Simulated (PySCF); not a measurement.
**KSe: from the state search to spectroscopic constants**

One job finds the state of KSe, follows it along the bond with each method and fits the curves.

Computed with PySCF 2.14.0. Level: K def2-TZVPP, Se def2-TZVPP, no relativity.

## (1) The job

A driver script around PySCF takes these settings:

| Item | Value |
| --- | --- |
| atoms | K, Se |
| charge | 0 |
| basis | K def2-TZVPP, Se def2-TZVPP |
| Hamiltonian | no relativity |
| basis functions | 81 |
| electrons treated | 53 |
| masses in u | 38.9637, 79.9165 |
| levels | PBE0, PBE, r²SCAN, TPSSh, M06-L, revPBE, ωB97X-V, HF, MP2, SCS-MP2, CCSD, CCSD(T) |
| grid | 80 radial by 434 angular points |
| occupations | held fixed by the projection of orbital angular momentum |
| dissociation limit | K + Se, each in its ground configuration |
| starting distance in angstrom | 3.060 |
| values of 2S to try | 1, 3 |

The run is started by

```sh
$ OMP_NUM_THREADS=1 python dia.py task.json out
```

Further steps of the session: First curve: PBE0; Other states along the same grid; PBE; r²SCAN; TPSSh (hybrid meta-GGA); M06-L (meta-GGA); revPBE; ωB97X-V; UHF; Correlated methods on the Hartree–Fock reference.

Q: Predict the outcome of this session. Wanted: for each run, Re; ωe; De; μ.

As calculated:

Lowest PBE0 solution found, without spin–orbit coupling: ²Π (doublet), unpaired electrons π ↑. State 2 has its PBE0 minimum 0.32 eV higher. State 3 has its PBE0 minimum 2.43 eV higher. The other levels ran on the lowest alone.

```
      level  Re (Å)  ωe (cm⁻¹)  De (eV)   μ (D)
        UHF   3.041      189.9     1.53  -11.51
    UHF-MP2   2.982      198.4     2.33     n/a
UHF-SCS-MP2   2.994      196.3     2.33     n/a
   UHF-CCSD   2.994      196.6     2.28     n/a
UHF-CCSD(T)   2.992      196.6     2.33     n/a
        PBE   2.977      189.6     2.51   -9.76
     revPBE   3.005      183.6     2.40   -9.86
     r²SCAN   2.981      194.0     2.62  -10.60
      M06-L   2.993      193.4     2.91  -10.97
      TPSSh   2.978      192.3     2.61  -10.32
       PBE0   2.967      195.4     2.48  -10.37
    ωB97X-V   2.970      198.9     2.69  -10.86
```

De is counted to K + Se in their ground configurations. A positive dipole means K(−)Se(+).

Differences from CCSD(T) in the same basis:

```
      level  Re (mÅ)  ωe (%)
        UHF      +49    -3.4
    UHF-MP2      -10    +0.9
UHF-SCS-MP2       +2    -0.1
   UHF-CCSD       +2     0.0
        PBE      -15    -3.5
     revPBE      +13    -6.6
     r²SCAN      -11    -1.3
      M06-L       +1    -1.6
      TPSSh      -14    -2.1
       PBE0      -25    -0.6
    ωB97X-V      -22    +1.2
```

What this shows: Against CCSD(T) in the same basis, the bond length is nearest at M06-L (+1 mÅ) and farthest at UHF (+49 mÅ); the wavenumber is nearest at UHF-CCSD (0.0 %) and farthest at revPBE (-6.6 %). Of the levels with a De here, UHF gives the least (1.53 eV) and M06-L the most (2.91 eV).

Correlated steps freeze 14 core orbitals.
